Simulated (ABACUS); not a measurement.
**HPbNO4 in ABACUS: the effect of functional**

HPbNO4:

```
CELL_PARAMETERS angstrom
3.83188 0.00000 0.00000
-0.04274 5.49791 0.00000
-0.41691 -1.72373 5.74735
ATOMIC_POSITIONS crystal
Pb 0.61029 0.52127 0.15100
O 0.01384 0.13639 0.88084
O 0.72398 0.01057 0.12858
O 0.00389 0.73732 0.87043
O 0.11927 0.59324 0.37651
N 0.91580 0.96263 0.95867
H 0.10913 0.65718 0.54463
```

The cell was built by a generator and needn't be a form met in nature.

The cell isn't the ideal one: volume scaled by 0.98.

Alike in all runs:

- Program: ABACUS 3.10.1
- Task: equation of state
- Potentials or basis: SG15 ONCV 1.2 PBE
- Cutoff: 1361 eV
- Density cutoff: 5442 eV
- Basis: DZP LCAO (the cutoffs set its grid)
- k mesh: 5 × 4 × 4
- Occupations: fermi-dirac, width 0.05 eV
- Spin: no spin polarisation

| functional | gap on the mesh (eV) | pressure (GPa) | largest force (eV/Å) |
| --- | --- | --- | --- |
| LDA | 3.14 | 2.2 | 2.15 |
| PBEsol | 3.15 | 3.6 | 2.11 |
| BLYP | 3.12 | 7.4 | 2.92 |
| PW91 | 3.13 | 5.1 | 2.34 |
| r2SCAN | ? | ? | ? |

Task: What does the run with functional r2SCAN give?

Result: gap on the mesh 3.64 eV; pressure 2.7 GPa; largest force 1.80 eV/Å.

Caveats: the atomic orbitals were generated for these runs and aren't a published set; the potentials were made for another functional, which shifts forces and pressure; spin-orbit coupling is left out, which as a rule narrows the gap of such compounds by several tenths of an eV; an odd mesh through Γ misses points on the zone boundary, where band edges often lie; the basis of atomic orbitals isn't converged, which shifts pressures, moduli and gaps.

Runs at the PBE level aren't shown here.
